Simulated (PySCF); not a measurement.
**CuOH2: relaxation and vibrations of the doublet**

The task is one start of a wider search on CuOH2: the doublet, from a T-shaped (ligand arrangement 1) start. It is relaxed, tested by its Hessian and followed downhill if it is a saddle.

Computed with PySCF 2.14.0. Level: PBE0, basis Cu def2-TZVP, O def2-TZVP, H def2-TZVP, no relativity, density fitting.

### Step 1. The system as given

4 atoms, charge 0, spin multiplicity 2.

Bond lengths: Cu1–O2 1.720 Å, Cu1–H3 1.440 Å, Cu1–H4 1.440 Å. Angles: O2–Cu1–H3 88.0°, O2–Cu1–H4 176.0°, H3–Cu1–H4 88.0°.

Coordinates in bohr (charge 0 multiplicity 2):
```
Cu    0.0000    0.0000    0.0000
O    -3.2484    0.0000    0.1134
H     0.0000    0.0000    2.7212
H     2.7195    0.0000    0.0951
```

### Step 2. Finding the electronic state

The steps below are one call of a driver around PySCF. For each, scf.py gives the equivalent set-up of the SCF; relaxations use the driver's own optimiser. After this first run the driver tries any further starts and a stability analysis.

scf.py reads:

```python
from pyscf import gto, scf, dft
mol = gto.M(atom='''
Cu     0.000000     0.000000     0.000000
O     -1.719000     0.000000     0.060000
H      0.000000     0.000000     1.440000
H      1.439100     0.000000     0.050300''',
    basis={'Cu': 'def2-TZVP', 'O': 'def2-TZVP', 'H': 'def2-TZVP'},
    charge=0, spin=1)
mf = dft.UKS(mol, xc='PBE0')
mf.grids.atom_grid = (50, 194)
aux = {'Cu': 'def2-universal-JKFIT', 'O': 'def2-universal-JKFIT', 'H': 'def2-universal-JKFIT'}
mf = mf.density_fit(auxbasis=aux)
mf.conv_tol = 1e-08
mf.diis_space = 10
mf.max_cycle = 60
mf.init_guess = 'minao'
mf.verbose = 4
mf.kernel()
```

Command:

```
OMP_NUM_THREADS=4 python axn.py task.json out
```

The log of the run:

```text
init E= -1716.06275274296
[... the frontier-level lines of each cycle are left out ...]
cycle= 1 E= -1712.97382668319  delta_E= 3.09  |g|= 4.04  |ddm|= 1.47
cycle= 2 E= -1698.8505912637  delta_E= 14.1  |g|= 7.72  |ddm|= 5.57
cycle= 3 E= -1714.588578795  delta_E= -15.7  |g|= 2.43  |ddm|= 4.79
cycle= 4 E= -1709.44720673413  delta_E= 5.14  |g|= 2.66  |ddm|= 3.45
cycle= 5 E= -1715.98649636916  delta_E= -6.54  |g|= 0.807  |ddm|= 3.47
cycle= 6 E= -1716.39752736683  delta_E= -0.411  |g|= 0.473  |ddm|= 0.658
cycle= 7 E= -1716.46873362159  delta_E= -0.0712  |g|= 0.0928  |ddm|= 0.292
cycle= 8 E= -1716.47798405902  delta_E= -0.00925  |g|= 0.0611  |ddm|= 0.128
cycle= 9 E= -1716.48101539155  delta_E= -0.00303  |g|= 0.0487  |ddm|= 0.0658
cycle= 10 E= -1716.48379829289  delta_E= -0.00278  |g|= 0.0263  |ddm|= 0.0755
cycle= 11 E= -1716.48495729959  delta_E= -0.00116  |g|= 0.0109  |ddm|= 0.0551
cycle= 12 E= -1716.48531803121  delta_E= -0.000361  |g|= 0.00724  |ddm|= 0.0318
cycle= 13 E= -1716.48557901556  delta_E= -0.000261  |g|= 0.00274  |ddm|= 0.0453
cycle= 14 E= -1716.48559661068  delta_E= -1.76e-05  |g|= 0.00157  |ddm|= 0.0111
cycle= 15 E= -1716.48559996076  delta_E= -3.35e-06  |g|= 0.000358  |ddm|= 0.00579
cycle= 16 E= -1716.48560033809  delta_E= -3.77e-07  |g|= 0.000167  |ddm|= 0.00111
cycle= 17 E= -1716.48560044324  delta_E= -1.05e-07  |g|= 6.99e-05  |ddm|= 0.000609
cycle= 18 E= -1716.48560047514  delta_E= -3.19e-08  |g|= 3.54e-05  |ddm|= 0.000503
cycle= 19 E= -1716.48560047713  delta_E= -1.99e-09  |g|= 1.02e-05  |ddm|= 9.72e-05
Extra cycle  E= -1716.48560047735  delta_E= -2.14e-10  |g|= 7.59e-06  |ddm|= 2.07e-05
converged SCF energy = -1716.48560047735  <S^2> = 0.7657468  2S+1 = 2.0156853
```

This step, with its further starts and checks, ran for 9.1 s (4 threads of Arm Neoverse V1, shared host).

Energies from each starting density:

| start | energy (Eh) |
| --- | --- |
| the minimal-basis guess | -1716.485600 |
| a thermally smeared density | -1716.492981 |
| a smeared PBE density | -1716.492981 |

This is not the lowest solution: one lies 19.4 kJ/mol lower, at -1716.49298 Eh, and the relaxation starts from that.

### Step 3. Relaxing the doublet from the T-shaped (ligand arrangement 1) start

The program finds Cs symmetry in the start, which this walk keeps. Threshold on the gradient: 0.0003 Eh/bohr, with a further test on the energy change.

Changes to scf.py since step 2:

```diff
@@ -3,4 +3,4 @@
-Cu     0.000000     0.000000     0.000000
-O     -1.719000     0.000000     0.060000
-H      0.000000     0.000000     1.440000
-H      1.439100     0.000000     0.050300''',
+Cu     0.321780     0.000000    -0.030413
+O     -1.397220     0.000000     0.029587
+H      0.321780     0.000000     1.409587
+H      1.760880     0.000000     0.019887''',
@@ -16 +15,0 @@
-mf.init_guess = 'minao'
```

Steps of the walk:

| step | energy (Eh) | change (kJ/mol) | largest symmetric gradient (Eh/bohr) |
| --- | --- | --- | --- |
| 0 | -1716.492981 | 0.00 | 0.01940 |
| 1 | -1716.495201 | -5.83 | 0.00935 |
| 2 | -1716.499550 | -17.25 | 0.01635 |
| 3 | -1716.508955 | -41.94 | 0.02781 |
| 4 | -1716.527809 | -91.44 | 0.04101 |
| 5 | -1716.534814 | -109.83 | 0.06232 |
| 6 | -1716.542275 | -129.42 | 0.03192 |
| 7 | -1716.546859 | -141.46 | 0.02366 |
| 8 | -1716.549569 | -148.57 | 0.01932 |
| 9 | -1716.550792 | -151.78 | 0.01028 |
| 10 | -1716.551970 | -154.87 | 0.01133 |
| 11 | -1716.552880 | -157.26 | 0.01420 |
| 12 | -1716.553604 | -159.17 | 0.01158 |
| 13 | -1716.554271 | -160.92 | 0.00747 |
| 14 | -1716.554420 | -161.31 | 0.00459 |
| 15 | -1716.554516 | -161.56 | 0.00237 |
| 16 | -1716.554551 | -161.65 | 0.00192 |
| 17 | -1716.554580 | -161.73 | 0.00122 |
| 18 | -1716.554593 | -161.76 | 0.00075 |
| 19 | -1716.554597 | -161.77 | 0.00040 |
| 20 | -1716.554598 | -161.77 | 0.00009 |

The walk took 24 s.

End point (C2v, 20 steps, 161.8 kJ/mol gained): Cu–H 1.629 Å (×2), Cu–O 1.762 Å, H–H 0.807 Å; Cu–H–H 75.7° (×2), H–Cu–H 28.7°, H–Cu–O 165.4°, H–Cu–O 165.9°.

### Step 4. Frequencies

The point is checked on the finer grid, and tightened if its gradient asks for it. The Hessian and the dipole derivatives come from central differences of analytic gradients, with steps of 0.02 bohr.

Changes to scf.py since step 3:

```diff
@@ -3,4 +3,4 @@
-Cu     0.321780     0.000000    -0.030413
-O     -1.397220     0.000000     0.029587
-H      0.321780     0.000000     1.409587
-H      1.760880     0.000000     0.019887''',
+Cu     0.288692     0.000000     0.109758
+O     -1.358083     0.000000    -0.516331
+H      1.620291     0.000000     1.047920
+H      1.907225     0.000000     0.293209''',
@@ -10 +10 @@
-mf.grids.atom_grid = (50, 194)
+mf.grids.atom_grid = (75, 302)
@@ -13 +13 @@
-mf.conv_tol = 1e-08
+mf.conv_tol = 1e-10
```

The driver hands on the density of the step before, so the log starts near convergence.

Log of the central SCF (cycles and frontier levels):

```text
init E= -1716.55450648886
[... the frontier-level lines of each cycle are left out ...]
cycle= 1 E= -1716.55450648885  delta_E= 1.11e-11  |g|= 9.79e-06  |ddm|= 4.04e-06
Extra cycle  E= -1716.55450648869  delta_E= 1.64e-10  |g|= 3.26e-05  |ddm|= 1.31e-05
converged SCF energy = -1716.55450648869  <S^2> = 0.75624287  2S+1 = 2.0062332
```

The whole step took 26 s.

Geometry: C2v; Cu–H 1.629 Å (×2), Cu–O 1.762 Å, H–H 0.807 Å; Cu–H–H 75.7° (×2), H–Cu–H 28.7°, H–Cu–O 165.7° (×2).

Modes, for the most abundant isotopes:

```tsv
symmetry	ω (cm⁻¹)	IR (km/mol)
b2	299	1.8
b1	303	0.3
a1	625	19.4
a1	1002	69.9
b2	1491	18.3
a1	3506	66.5
```

No imaginary mode, so this is a minimum.

Properties at this point:

- Dipole moment: 5.24 D
- Highest occupied level: -6.69 eV
- Lowest empty level: -2.41 eV
- Rotational constants: 51.32, 0.3591, 0.3566 cm⁻¹
- Zero-point energy: 43.2 kJ/mol
- Principal polarisabilities: 19.3, 24.0, 37.6 bohr³
- Atomisation energy without zero-point energy: 760 kJ/mol
- Principal traceless quadrupole moments about the centre of mass: -1.68, 0.01, 1.67 D Å
- Entropy at 298.15 K and 1 bar (electronic part: spin only): 253.5 J/(mol K)
- Heat capacity Cp at 298.15 K: 53.2 J/(mol K)
- Enthalpy at 298.15 K above 0 K: 12.61 kJ/mol
- Rotational symmetry number: 2
- Spin squared ⟨S²⟩: 0.756

Populations by atom (charges in e):

```
atom  Mulliken  Löwdin  polar tensor  spin (Mulliken)  Mayer order to Cu1
 Cu1      0.22    0.11          0.27             0.01                   –
  O2     -0.44   -0.33         -0.49             1.00                1.04
H3,4      0.11    0.11          0.11            -0.01                0.38
```

Outer orbital energies (eV). α occupied: -10.73, -10.09, -10.06, -9.33, -9.33, -8.62, -7.61, -7.34; empty: -0.81, -0.11, 1.68, 2.00. β occupied: -15.95, -9.91, -9.72, -9.46, -9.28, -9.28, -7.22, -6.69; empty: -2.41, -0.80, 0.02, 1.92.

Mulliken populations on Cu1: s 6.68, p 12.29, d 9.81, f 0.00.

### Step 5. Outcome

| quantity | value |
| --- | --- |
| minimum | doublet, C2v |
| geometry | Cu–H 1.629 Å (×2), Cu–O 1.762 Å, H–H 0.807 Å; Cu–H–H 75.7° (×2), H–Cu–H 28.7°, H–Cu–O 165.7° (×2) |
| wavenumbers (cm⁻¹) | 299 (b2), 303 (b1), 625 (a1), 1002 (a1), 1491 (b2), 3506 (a1) |
| dipole moment | 5.24 D |
| highest occupied, lowest empty level (either spin) | -6.69, -2.41 eV |
| polar-tensor charge of Cu1 | +0.27 e |
| zero-point energy | 43.2 kJ/mol |
| entropy at 298.15 K | 253.5 J/(mol K) |
| atomisation energy (no zero-point energy) | 760 kJ/mol |
| ⟨S²⟩ | 0.756 |

From Cs at the start the molecule goes to a C2v minimum. The strongest infrared band lies at 1002 cm⁻¹ (a1). With 5.2 D the molecule is strongly polar. Most of the spin sits on O2 (Mulliken spin 1.00, against 1 for the whole molecule). The first SCF alone would have been 19 kJ/mol too high. Only this shape and spin were tried, so other structures or states may lie lower. Open d and f shells are described by one determinant, and the ground state may have another occupation or spin.

The search up to here took 58 s.
